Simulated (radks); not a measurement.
**Ionising platinum step by step, Pt²⁰⁺ to Pt³⁹⁺**

Aim: the successive ionisation energies of platinum, each ion in the ground configuration that NIST lists, set against the tabulated values. Each value is a difference of total energies (Δ-SCF).

The numbers are computed with radks (a radial shooting solver on a logarithmic mesh, Libxc functionals) version 1 (Dirac Kohn-Sham, PBE, spin-unpolarised, spherical densities, finite nucleus; open shells fill j = l - 1/2 first), except any that are marked as measured or tabulated.

### Step 1. Starting point

| Quantity | Value |
| --- | --- |
| element | platinum (Z = 78) |
| charges | 20 to 39 |
| first configuration | [Kr] 4d10 4f12 |
| last configuration | [Kr] 4d3 |

### Step 2. Pt²⁰⁺, [Kr] 4d10 4f12

Input:

```text
Z 78
configuration [Kr] 4d10 4f12 5s0 5p0
relativity Dirac
functional pbe,pbe
spin unpolarised
j_filling energy
nucleus finite rms 5.427 fm
c 137.035999084
```

### Step 3. Pt²¹⁺, [Kr] 4d10 4f11

Input: that of step 2 with these lines changed.

```diff
@@ -1,3 +1,3 @@
 Z 78
-configuration [Kr] 4d10 4f12 5s0 5p0
+configuration [Kr] 4d10 4f11
 relativity Dirac
```

### Step 4. Pt²²⁺, [Kr] 4d10 4f10

Input: that of step 3 with these lines changed.

```diff
@@ -1,3 +1,3 @@
 Z 78
-configuration [Kr] 4d10 4f11
+configuration [Kr] 4d10 4f10
 relativity Dirac
```

### Step 5. Pt²³⁺, [Kr] 4d10 4f9

Input: that of step 4 with these lines changed.

```diff
@@ -1,3 +1,3 @@
 Z 78
-configuration [Kr] 4d10 4f10
+configuration [Kr] 4d10 4f9
 relativity Dirac
```

### Step 6. Pt²⁴⁺, [Kr] 4d10 4f8

Input: that of step 5 with these lines changed.

```diff
@@ -1,3 +1,3 @@
 Z 78
-configuration [Kr] 4d10 4f9
+configuration [Kr] 4d10 4f8
 relativity Dirac
```

### Step 7. Pt²⁵⁺, [Kr] 4d10 4f7

Input: that of step 6 with these lines changed.

```diff
@@ -1,3 +1,3 @@
 Z 78
-configuration [Kr] 4d10 4f8
+configuration [Kr] 4d10 4f7
 relativity Dirac
```

### Step 8. Pt²⁶⁺, [Kr] 4d10 4f6

Input: that of step 7 with these lines changed.

```diff
@@ -1,3 +1,3 @@
 Z 78
-configuration [Kr] 4d10 4f7
+configuration [Kr] 4d10 4f6
 relativity Dirac
```

### Step 9. Pt²⁷⁺, [Kr] 4d10 4f5

Input: that of step 8 with these lines changed.

```diff
@@ -1,3 +1,3 @@
 Z 78
-configuration [Kr] 4d10 4f6
+configuration [Kr] 4d10 4f5 5s0 5p0
 relativity Dirac
```

### Step 10. Pt²⁸⁺, [Kr] 4d10 4f4

Input: that of step 9 with these lines changed.

```diff
@@ -1,3 +1,3 @@
 Z 78
-configuration [Kr] 4d10 4f5 5s0 5p0
+configuration [Kr] 4d10 4f4
 relativity Dirac
```

### Step 11. Pt²⁹⁺, [Kr] 4d10 4f3

Input: that of step 10 with these lines changed.

```diff
@@ -1,3 +1,3 @@
 Z 78
-configuration [Kr] 4d10 4f4
+configuration [Kr] 4d10 4f3
 relativity Dirac
```

### Step 12. Pt³⁰⁺, [Kr] 4d10 4f2

Input: that of step 11 with these lines changed.

```diff
@@ -1,3 +1,3 @@
 Z 78
-configuration [Kr] 4d10 4f3
+configuration [Kr] 4d10 4f2
 relativity Dirac
```

### Step 13. Pt³¹⁺, [Kr] 4d10 4f1

Input: that of step 12 with these lines changed.

```diff
@@ -1,3 +1,3 @@
 Z 78
-configuration [Kr] 4d10 4f2
+configuration [Kr] 4d10 4f1 5s0 5p0
 relativity Dirac
```

### Step 14. Pt³²⁺, [Kr] 4d10

Input: that of step 13 with these lines changed.

```diff
@@ -1,3 +1,3 @@
 Z 78
-configuration [Kr] 4d10 4f1 5s0 5p0
+configuration [Kr] 4d10 5s0 5p0
 relativity Dirac
```

### Step 15. Pt³³⁺, [Kr] 4d9

Input: that of step 14 with these lines changed.

```diff
@@ -1,3 +1,3 @@
 Z 78
-configuration [Kr] 4d10 5s0 5p0
+configuration [Kr] 4d9
 relativity Dirac
```

### Step 16. Pt³⁴⁺, [Kr] 4d8

Input: that of step 15 with these lines changed.

```diff
@@ -1,3 +1,3 @@
 Z 78
-configuration [Kr] 4d9
+configuration [Kr] 4d8 5s0 5p0
 relativity Dirac
```

### Step 17. Pt³⁵⁺, [Kr] 4d7

Input: that of step 16 with these lines changed.

```diff
@@ -1,3 +1,3 @@
 Z 78
-configuration [Kr] 4d8 5s0 5p0
+configuration [Kr] 4d7
 relativity Dirac
```

### Step 18. Pt³⁶⁺, [Kr] 4d6

Input: that of step 17 with these lines changed.

```diff
@@ -1,3 +1,3 @@
 Z 78
-configuration [Kr] 4d7
+configuration [Kr] 4d6
 relativity Dirac
```

### Step 19. Pt³⁷⁺, [Kr] 4d5

Input: that of step 18 with these lines changed.

```diff
@@ -1,3 +1,3 @@
 Z 78
-configuration [Kr] 4d6
+configuration [Kr] 4d5
 relativity Dirac
```

### Step 20. Pt³⁸⁺, [Kr] 4d4

Input: that of step 19 with these lines changed.

```diff
@@ -1,3 +1,3 @@
 Z 78
-configuration [Kr] 4d5
+configuration [Kr] 4d4
 relativity Dirac
```

### Step 21. Pt³⁹⁺, [Kr] 4d3

Input: that of step 20 with these lines changed.

```diff
@@ -1,3 +1,3 @@
 Z 78
-configuration [Kr] 4d4
+configuration [Kr] 4d3
 relativity Dirac
```

**Question.** What will these runs give? Wanted: for each run, species; configuration; Δ-SCF; −ε(HOMO); NIST; error.

As calculated:

```tsv
species	configuration	Δ-SCF (eV)	−ε(HOMO) (eV)	NIST (eV)	error (%)
Pt²⁰⁺	[Kr] 4d10 4f12	563.67	541.58	550 (theory)	+2.5
Pt²¹⁺	[Kr] 4d10 4f11	608.69	585.97	610 (theory)	-0.2
Pt²²⁺	[Kr] 4d10 4f10	654.93	631.61	660 (theory)	-0.8
Pt²³⁺	[Kr] 4d10 4f9	702.38	678.46	710 (theory)	-1.1
Pt²⁴⁺	[Kr] 4d10 4f8	751.01	726.50	760 (theory)	-1.2
Pt²⁵⁺	[Kr] 4d10 4f7	800.80	775.72	820 (theory)	-2.3
Pt²⁶⁺	[Kr] 4d10 4f6	856.88	831.06	870 (theory)	-1.5
Pt²⁷⁺	[Kr] 4d10 4f5	909.27	882.89	930 (theory)	-2.2
Pt²⁸⁺	[Kr] 4d10 4f4	962.78	935.84	980 (theory)	-1.8
Pt²⁹⁺	[Kr] 4d10 4f3	1017.4	989.91	1040 (theory)	-2.2
Pt³⁰⁺	[Kr] 4d10 4f2	1073.1	1045.1	1090 (theory)	-1.6
Pt³¹⁺	[Kr] 4d10 4f1	1129.9	1101.3	1140 (theory)	-0.9
Pt³²⁺	[Kr] 4d10	1402.9	1375.8	1402 (theory)	+0.1
Pt³³⁺	[Kr] 4d9	1457.6	1430.2	1454 (theory)	+0.3
Pt³⁴⁺	[Kr] 4d8	1513.0	1485.2	1509 (theory)	+0.3
Pt³⁵⁺	[Kr] 4d7	1568.9	1540.8	1567 (theory)	+0.1
Pt³⁶⁺	[Kr] 4d6	1625.3	1597.0	1624 (theory)	+0.1
Pt³⁷⁺	[Kr] 4d5	1682.4	1653.8	1680 (theory)	+0.1
Pt³⁸⁺	[Kr] 4d4	1765.6	1736.2	1763 (theory)	+0.1
```

**Reading.** Reference values: NIST Atomic Spectra Database (exp. measured, semi-emp. semi-empirical, theory a theoretical value adopted there). Per unit of the charge left behind, the cost jumps most at Pt³²⁺ ([Kr] 4d10): from 1129.9 to 1402.9 eV. There the highest level belongs to another shell. Minus the highest eigenvalue gives 96 to 98 % of the Δ-SCF value along the ladder. Spin polarisation and multiplet splitting are left out, so open shells lie too high by an amount that depends on their filling.
